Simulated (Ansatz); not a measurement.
# WCl2F4: small, medium and large basis sets

One table from this session's results is given with a row withheld; the runs are named, their logs left out.

Program: Ansatz 0.2.0, Gaussian basis. Level of theory: one geometry, several basis sets. These are calculated values, not measurements.

The runs, in order: PBE0-D4/def2-SVP; ωB97M-V/def2-SVP; PBE0-D4/def2-QZVPP; ωB97M-V/def2-QZVPP; the functionals' def2-TZVPP values are taken from earlier runs.

### The geometry

The geometry comes from an earlier relaxation with PBE0-D4 in a triple-zeta def2 set; it is a stationary point, not always the lowest conformer. W takes the def2 core potential; no spin-orbit term is included.

SMILES `[F][W]([F])([F])([F])([Cl])[Cl]`, 7 atoms, charge 0, spin multiplicity 1.

Atoms are counted from 1 here; the program's logs count them from 0.

Bond lengths: F1–W2 1.838 Å, W2–F3 1.838 Å, W2–F4 1.846 Å, W2–F5 1.846 Å, W2–Cl6 2.263 Å, W2–Cl7 2.263 Å. Angles: F1–W2–F3 176.5°, F1–W2–F4 88.7°, F1–W2–F5 88.7°, F1–W2–Cl6 91.2°, F1–W2–Cl7 91.2°, F3–W2–F4 88.7°, F3–W2–F5 88.7°, F3–W2–Cl6 91.2°, F3–W2–Cl7 91.2°, F4–W2–F5 87.1°, F4–W2–Cl6 177.0°, F4–W2–Cl7 89.9°, F5–W2–Cl6 89.9°, F5–W2–Cl7 177.0°, Cl6–W2–Cl7 93.1°.

Set-up of the first run:

in.yaml reads:

```yaml
crystal:
  periodic: [false, false, false]
  atoms:
    - {symbol: F, position_ang: [-0.345801, -1.391697, 1.152943]}
    - {symbol: W, position_ang: [-0.037368, 0.020800, 0.018010]}
    - {symbol: F, position_ang: [0.181540, 1.483132, -1.073788]}
    - {symbol: F, position_ang: [-1.846799, 0.071292, -0.345263]}
    - {symbol: F, position_ang: [-0.383765, 1.170583, 1.420351]}
    - {symbol: Cl, position_ang: [2.161501, 0.033252, 0.554885]}
    - {symbol: Cl, position_ang: [0.270682, -1.387381, -1.727138]}
basis:
  gaussian: {orbitals: def2-SVP}
hamiltonian: {xc: pbe0, dispersion: d4}
output: {orbitals: {seedname: orbitals}}
```

Run with:

```console
ansatz run in.yaml --threads 8 --pin off --events-out ev --progress --plain --max-ram 18278MiB
```

Steps of the session up to this table: PBE0-D4 in def2-SVP; ωB97M-V in def2-SVP; PBE0-D4 in def2-QZVPP; ωB97M-V in def2-QZVPP.

One of the session's tables, all rows but one given; the rest of the session is left out.

It belongs to the step «Functionals by basis». 

```
functional       basis  HOMO (eV)  LUMO (eV)
   PBE0-D4    def2-SVP     -10.07      -5.16
   PBE0-D4  def2-TZVPP      -9.97      -4.97
   PBE0-D4  def2-QZVPP      -9.97      -4.98
   ωB97M-V    def2-SVP          ?          ?
   ωB97M-V  def2-TZVPP     -12.12      -2.94
   ωB97M-V  def2-QZVPP     -12.14      -2.97
```

Q: Estimate the row for ωB97M-V, def2-SVP from the others.

**Answer.** HOMO (eV): -12.19; LUMO (eV): -3.12. In the column «HOMO (eV)» it is the lowest.
